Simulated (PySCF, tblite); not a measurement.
**C₆H₉NOSi: geometry, infrared bands and NMR shifts**

What infrared bands and NMR shifts should C₆H₉NOSi (`C#C[C@@H]1C(=O)N[SiH2][C@@H]1C`) show?

Computed with tblite 0.8.0 and PySCF 2.14.0, with density-fitted response routines of our own, on a single molecule in the gas phase. Atoms are numbered from 0 throughout.

### Step 1. The molecule as given

18 atoms, charge 0, multiplicity 1; geometry from: force field or distance geometry start.

Bonds of the start (Å): C0–C1 1.22, C1–C2 1.46, C2–C3 1.56, C3–O4 1.21, C3–N5 1.38, N5–Si6 1.73, Si6–C7 1.90, C7–C8 1.53, C7–C2 1.56, C0–H9 1.06, C2–H10 1.09, N5–H11 1.00, Si6–H12 1.48, Si6–H13 1.48, C7–H14 1.10, C8–H15 1.08, C8–H16 1.10, C8–H17 1.09.

### Step 2. Relaxing the molecule with GFN2-xTB

What the job is given:

```
{"job": {"kind": "relax", "xc": "GFN2-xTB", "basis": "xTB"}, "charge": 0, "multiplicity": 1}
C      2.337800    -0.156400     1.678400
C      1.674700    -0.109700     0.659800
C      0.898600    -0.067800    -0.577600
C      0.737600     1.410400    -1.054500
O      1.620500     2.038000    -1.603000
N     -0.477600     1.973100    -0.735300
Si    -1.601600     0.856800    -0.035700
C     -0.533500    -0.661700    -0.442700
C     -0.672900    -1.870300     0.482000
H      2.908400    -0.183300     2.575300
H      1.425900    -0.614000    -1.365500
H     -0.694900     2.926600    -0.962900
H     -2.887100     0.880300    -0.764200
H     -1.714200     1.104400     1.418400
H     -0.862000    -0.968100    -1.449400
H      0.012900    -2.661800     0.201500
H     -1.692200    -2.273900     0.435100
H     -0.489200    -1.616300     1.528800
```

Run with:

```console
$ OMP_NUM_THREADS=1 python probes_run.py task.json out
```

This one command runs all jobs of the session in turn.

**Question.** This job is followed by: GFN2-xTB harmonic vibrations, gas phase; GIAO PBE0/pcSseg-1 NMR shielding, non-relativistic, gas phase. What will the session give for the following? strongest single infrared mode (GFN2-xTB); zero-point energy (GFN2-xTB); ¹³C shifts against TMS (PBE0/pcSseg-1); ¹H shifts against TMS (PBE0/pcSseg-1, means over atoms taken as alike); ¹⁷O shifts against H2O (PBE0/pcSseg-1); ¹⁵N shifts against NH3 (PBE0/pcSseg-1); ²⁹Si shifts against TMS (PBE0/pcSseg-1); surface potential, 1st and 99th percentile.

**Answer**, as computed:

```
                                                              quantity                                         value
                             strongest single infrared mode (GFN2-xTB)                         1780 cm⁻¹, 651 km/mol
                                          zero-point energy (GFN2-xTB)                                 83.7 kcal/mol
                                ¹³C shifts against TMS (PBE0/pcSseg-1)       178.6, 85.8, 81.2, 42.1, 23.5, 15.0 ppm
¹H shifts against TMS (PBE0/pcSseg-1, means over atoms taken as alike)  4.91, 4.77, 3.95, 3.25, 1.77, 1.75, 1.43 ppm
                                ¹⁷O shifts against H2O (PBE0/pcSseg-1)                                     446.3 ppm
                                ¹⁵N shifts against NH3 (PBE0/pcSseg-1)                                     116.1 ppm
                               ²⁹Si shifts against TMS (PBE0/pcSseg-1)                                     -27.3 ppm
                                 surface potential, 1st and 99th percentile                            -1.97 V and 1.78 V
```

Over 84 steps the energy fell by 0.190 eV; of the close pairs, C2–C3 changed most, 1.562 to 1.528 Å. No mode is imaginary among the 48: a minimum at this level. The strongest single mode, at 1780 cm⁻¹, moves mainly C3 and O4. Unscaled tight-binding wavenumbers are off by several per cent, some by more. Its intensities can rank the bands wrongly. At PBE0/pcSseg-1: The largest span, 677 ppm, is at O4, where the paramagnetic term is -507 ppm.
